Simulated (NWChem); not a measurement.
# C2H6AlF (SMILES [CH3][Al]([CH3])[F]): MP2/def2-SVP

What is the vertical ionisation energy of C2H6AlF at MP2/def2-SVP? 

The results are computed with NWChem 7.3.0.

## Step 1: Starting point

C2H6AlF has 10 atoms, charge 0, and is taken as a singlet. SMILES: `[CH3][Al]([CH3])[F]`. Geometry: relaxed at PBE0-D4/def2-TZVP.

Bond lengths: C1–Al2 1.943 Å, Al2–C3 1.942 Å, Al2–F4 1.659 Å, C1–H5 1.092 Å, C1–H6 1.095 Å, C1–H7 1.095 Å, C3–H8 1.095 Å, C3–H9 1.093 Å, C3–H10 1.095 Å. Some angles: C1–Al2–C3 126.3°, C1–Al2–F4 117.4°, C3–Al2–F4 116.3°, Al2–C1–H5 112.4°, Al2–C1–H6 110.9°, Al2–C1–H7 111.1°, Al2–C3–H8 110.9°, Al2–C3–H9 112.6°, Al2–C3–H10 110.9°, H5–C1–H6 107.9°.

## Step 2: Energy and gradient at MP2/def2-SVP

geom.nw

```
start geom
title "C2H6AlF gradient"
memory 2200 mb
charge 0

geometry units angstrom noautosym nocenter noautoz
C    -0.566700    1.412600   -0.858500
Al   -0.288600   -0.445300   -0.364300
C     0.794700   -1.093100    1.112200
F    -1.047300   -1.600600   -1.281300
H    -1.184400    1.517100   -1.752900
H    -1.054000    1.963400   -0.046800
H     0.387100    1.917300   -1.043800
H     0.189400   -1.676700    1.813200
H     1.269800   -0.283800    1.672000
H     1.583200   -1.762300    0.753400
end

basis spherical bse
C library def2-SVP
Al library def2-SVP
F library def2-SVP
H library def2-SVP
end

scf
nopen 0
rhf
thresh 1e-08
maxiter 80
end

mp2
freeze core 8
tight
end

task mp2 gradient
```

Launch:

```sh
$ nwchem geom.nw > geom.out
```

What it wrote:

```text
[...]
  functions       =    90
[...]
  wavefunction    = RHF
[...]
         Total SCF energy =   -420.463333499217
      One-electron energy =   -887.911078029888
      Two-electron energy =    314.123358714420
 Nuclear repulsion energy =    153.324385816251
        Time for solution =      6.2s
[...]
          Total MP2 energy          -421.005244674875
[...]
                         mp2 ENERGY GRADIENTS
    atom               coordinates                        gradient
                 x          y          z           x          y          z
   1 C      -1.070908   2.669427  -1.622330   -0.000801   0.002136  -0.001294
   2 Al     -0.545375  -0.841495  -0.688427   -0.004205  -0.006222  -0.005182
   3 C       1.501765  -2.065659   2.101753    0.001234  -0.001519   0.001756
   4 F      -1.979110  -3.024695  -2.421306    0.006047   0.009131   0.007330
   5 H      -2.238191   2.866903  -3.312501    0.002712  -0.000734   0.003959
   6 H      -1.991771   3.710288  -0.088439    0.002024  -0.002369  -0.003101
   7 H       0.731513   3.623172  -1.972496   -0.003788  -0.002297   0.000916
   8 H       0.357914  -3.168504   3.426451    0.002443   0.002297  -0.003001
   9 H       2.399574  -0.536304   3.159622   -0.002301  -0.003080  -0.002781
  10 H       2.991814  -3.330264   1.423720   -0.003364   0.002657   0.001400
[...]
```

Run time: 17 s. Hardware: 1 thread of AMD EPYC 9R45 (Zen 5), shared host; peak memory 0.27 GiB.

## Step 3: The doublet cation: a single-point energy at UMP2/def2-SVP

c2h6alf.nw

```
start c2h6alf
title "C2H6AlF"
memory 2200 mb
charge 1

geometry units angstroms noautosym nocenter noautoz
C     -0.566700     1.412600    -0.858500
Al    -0.288600    -0.445300    -0.364300
C      0.794700    -1.093100     1.112200
F     -1.047300    -1.600600    -1.281300
H     -1.184400     1.517100    -1.752900
H     -1.054000     1.963400    -0.046800
H      0.387100     1.917300    -1.043800
H      0.189400    -1.676700     1.813200
H      1.269800    -0.283800     1.672000
H      1.583200    -1.762300     0.753400
end

basis spherical bse
* library def2-SVP
end

scf
doublet
uhf
thresh 1e-08
maxiter 80
noprint "final vectors analysis"
end

mp2
freeze core 8
tight
end

task mp2 energy
```

Launch:

```sh
$ nwchem c2h6alf.nw > c2h6alf.out
```

What it wrote:

```text
[...]
  functions       =    90
[...]
  wavefunction    = UHF
[...]
         Total SCF energy =   -420.107308030659
      One electron energy =   -878.136368552617
      Two electron energy =    304.704674705707
 Nuclear repulsion energy =    153.324385816251
                       Sz =      0.5000
                 Sz(Sz+1) =      0.7500
                      S^2 =      0.8234
[...]
          Total MP2 energy          -420.626497715083
[...]
```

Wall time 18 s (1 thread of AMD EPYC 9R45 (Zen 5), shared host); peak memory 0.23 GiB.

## Step 4: Summary of results

Level: MP2/def2-SVP, 8 core orbitals frozen.

| quantity | value |
| --- | --- |
| singlet C2H6AlF: total energy | -421.00524 Eh |
| singlet C2H6AlF: dipole moment (of the density that the program reports) | 1.75 D |
| singlet C2H6AlF: HOMO energy (Hartree–Fock orbitals) | -11.08 eV |
| singlet C2H6AlF: LUMO energy (Hartree–Fock orbitals) | 2.63 eV |
| singlet C2H6AlF: HOMO–LUMO gap (Hartree–Fock orbitals) | 13.70 eV |
| singlet C2H6AlF: correlation energy (8 core orbitals frozen) | -541.9 mEh |
| singlet C2H6AlF: largest force on an atom | 0.678 eV/Å |
| doublet cation: total energy | -420.62650 Eh |
| doublet cation: correlation energy (8 core orbitals frozen) | -519.2 mEh |
| doublet cation: ⟨S²⟩ of the reference determinant | 0.823 |
| vertical ionisation energy (to the doublet cation) | 10.306 eV |

**Reading.** The vertical ionisation energy comes to 10.31 eV (994 kJ/mol). The largest force (singlet C2H6AlF) is 0.68 eV/Å: the shape isn't a stationary point for this species at this level. Mulliken charges (doublet cation) of the mean-field density run from -0.48 on F4 to +1.17 on Al2; they depend strongly on the basis.
